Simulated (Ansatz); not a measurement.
# CH2OSe (SMILES OC=[Se]): single points off equilibrium

The task here is to estimate one member of a computed series from the others.

Method: single points in def2-TZVPP; program: Ansatz 0.2.0, Gaussian basis.

Correlated methods freeze the cores. Filled d shells of the heavier atoms are correlated.

## The starting structure

SMILES `OC=[Se]`, 5 atoms, charge 0, spin multiplicity 1.

Atoms are counted from 1 here; the program's logs count them from 0.

Bond lengths: O1–C2 1.282 Å, O1–H4 0.969 Å, C2–Se3 1.775 Å, C2–H5 1.090 Å. Angles: C2–O1–H4 107.3°, O1–C2–Se3 124.6°, O1–C2–H5 114.5°, Se3–C2–H5 120.5°.

Geometry (Å):

```mol
CH2OSe
  3D, bonds by distance, orders not assigned

  5  4  0  0  0  0  0  0  0  0999 V2000
   -0.5995   -0.8051   -0.0477 O   0  0
    0.2125    0.1778    0.0908 C   0  0
    1.7598    0.0926    0.9558 Se  0  0
   -1.2084   -0.5777   -0.7667 H   0  0
   -0.0569    1.0706   -0.4736 H   0  0
  1  2  8  0
  1  4  8  0
  2  3  8  0
  2  5  8  0
M  END
```

Set-up of the first run:

The input, run/in.yaml:

```yaml
crystal:
  periodic: [false, false, false]
  atoms:
    - {symbol: O, position_ang: [-0.599512, -0.805104, -0.047726]}
    - {symbol: C, position_ang: [0.212497, 0.177825, 0.090818]}
    - {symbol: Se, position_ang: [1.759773, 0.092573, 0.955814]}
    - {symbol: H, position_ang: [-1.208392, -0.577691, -0.766729]}
    - {symbol: H, position_ang: [-0.056919, 1.070565, -0.473572]}
basis:
  gaussian: {orbitals: def2-TZVPP}
hamiltonian: {xc: pbe, dispersion: d4}
output: {forces: true}
```

The run is started by

```console
ansatz run in.yaml --threads 2 --pin off --events-out ev --progress --plain --max-ram 3481MiB
```

Steps of the session up to this table: PBE-D4/def2-TZVPP; r2SCAN-D4/def2-TZVPP; PBE0-D4/def2-TZVPP; wB97M-V/def2-TZVPP; CCSD(T)/def2-TZVPP.

One of the session's tables, all rows but one given; the rest of the session is left out.

| method | RMS force component (eV/Å) | angle to CCSD(T) forces (°) | dipole (D) |
| --- | --- | --- | --- |
| PBE-D4 | 1.035 | 13.0 | 3.83 |
| r2SCAN-D4 | 0.968 | 6.3 | 4.05 |
| PBE0-D4 | ? | ? | ? |
| wB97M-V | 0.984 | 10.5 | 4.08 |
| CCSD(T) | 1.121 | reference | 3.82 |

**Question.** Estimate the row for PBE0-D4.

The run gave: RMS force component (eV/Å): 0.890; angle to CCSD(T) forces (°): 11.2; dipole (D): 4.02. In the column «RMS force component (eV/Å)» it is the lowest.
